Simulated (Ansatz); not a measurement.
# CH3Cl2In: the cost of one run

Method: RKS PBE0-D4/def2-TZVP; program: Ansatz 0.2.0, Gaussian basis.

The runs, in order: relaxation at PBE0-D4/def2-TZVP; harmonic vibrations at the same level; a single point in def2-TZVPP for the fields.

## (1) Starting geometry

SMILES `[CH3][In]([Cl])[Cl]`, 7 atoms, charge 0, spin multiplicity 1.

Atoms are counted from 1 here; the program's logs count them from 0.

Bond lengths: C1–In2 2.230 Å, C1–H5 1.085 Å, C1–H6 1.086 Å, C1–H7 1.087 Å, In2–Cl3 2.308 Å, In2–Cl4 2.308 Å. Angles: In2–C1–H5 107.9°, In2–C1–H6 107.9°, In2–C1–H7 108.2°, H5–C1–H6 111.5°, H5–C1–H7 110.8°, H6–C1–H7 110.4°, C1–In2–Cl3 123.8°, C1–In2–Cl4 123.3°, Cl3–In2–Cl4 112.9°.

Coordinates:

```xyz
7

C    -0.2383    1.1457   -0.1198
In    0.2147   -1.0257    0.1077
Cl    1.9905   -1.8443    1.3338
Cl   -1.0564   -2.6938   -0.8560
H    -1.2806    1.2402   -0.4071
H    -0.0429    1.6294    0.8324
H     0.4129    1.5485   -0.8909
```

The start is a GFN2-xTB geometry. In takes the def2 core potential; no spin-orbit term is included.

## (2) Optimising with PBE0-D4/def2-TZVP

in.yaml reads:

```yaml
crystal:
  periodic: [false, false, false]
  atoms:
    - {symbol: C, position_ang: [-0.238270, 1.145680, -0.119800]}
    - {symbol: In, position_ang: [0.214700, -1.025680, 0.107690]}
    - {symbol: Cl, position_ang: [1.990480, -1.844270, 1.333790]}
    - {symbol: Cl, position_ang: [-1.056360, -2.693810, -0.856020]}
    - {symbol: H, position_ang: [-1.280550, 1.240200, -0.407130]}
    - {symbol: H, position_ang: [-0.042930, 1.629370, 0.832350]}
    - {symbol: H, position_ang: [0.412930, 1.548520, -0.890880]}
basis:
  gaussian: {orbitals: def2-TZVP}
hamiltonian: {xc: pbe0, dispersion: d4}
relax: {f_tol: 0.005, max_steps: 150}
```

The run is started by

```sh
ansatz run in.yaml --threads 4 --pin off --events-out ev --progress --plain --max-ram 10444MiB
```

**Question.** How long does this run take on 4 threads of Arm Neoverse V1, shared host, and how much memory does it need?

About 20 s, with a peak of 0.47 GiB.
